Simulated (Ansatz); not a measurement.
BiTe:

```
Bi Te
1.0
     0.00000    3.23500    3.23500
     3.23500    0.00000    3.23500
     3.23500    3.23500    0.00000
Bi Te
1 1
Direct
  0.00000 0.00000 0.00000
  0.50000 0.50000 0.50000
```

| Quantity | Value |
| --- | --- |
| Program | Ansatz 0.2.0 |
| Task | single point |
| Functional | PBE |
| Potentials or basis | Ansatz PAW |
| Cutoff | 420 eV (not typed: the program's choice for these potentials) |
| k mesh | 7 × 7 × 7 |
| Occupations | fermi-dirac, width 0.05 eV |
| Spin | no spin polarisation |

On this cell: pressure 0.9 GPa; largest force zero by symmetry; band gap on the k mesh none (metal or under the smearing width).

The same run follows on a disturbed copy (atoms moved at random, drawn with an rms of 0.05 Å):

```
Bi Te
1.0
     0.00000    3.23500    3.23500
     3.23500    0.00000    3.23500
     3.23500    3.23500    0.00000
Bi Te
1 1
Direct
  0.98294 0.99120 0.02381
  0.49611 0.49225 0.50219
```

Question: What changes?

Answer: The energy (extrapolated to zero smearing) moves by +5.2 meV/atom; pressure 1.0 GPa; largest force 0.244 eV/Å; band gap on the k mesh none (metal or under the smearing width).

Forces in eV/Å, atoms in the order of the input:
```
Bi  -0.191 -0.077  0.131
Te   0.191  0.077 -0.131
```

Stress tensor (GPa, compression positive):
```
 1.09 -0.06  0.10
-0.06  1.02  0.04
 0.10  0.04  1.04
```

Caveats: spin-orbit coupling is left out, which moves the levels of the heavy elements.
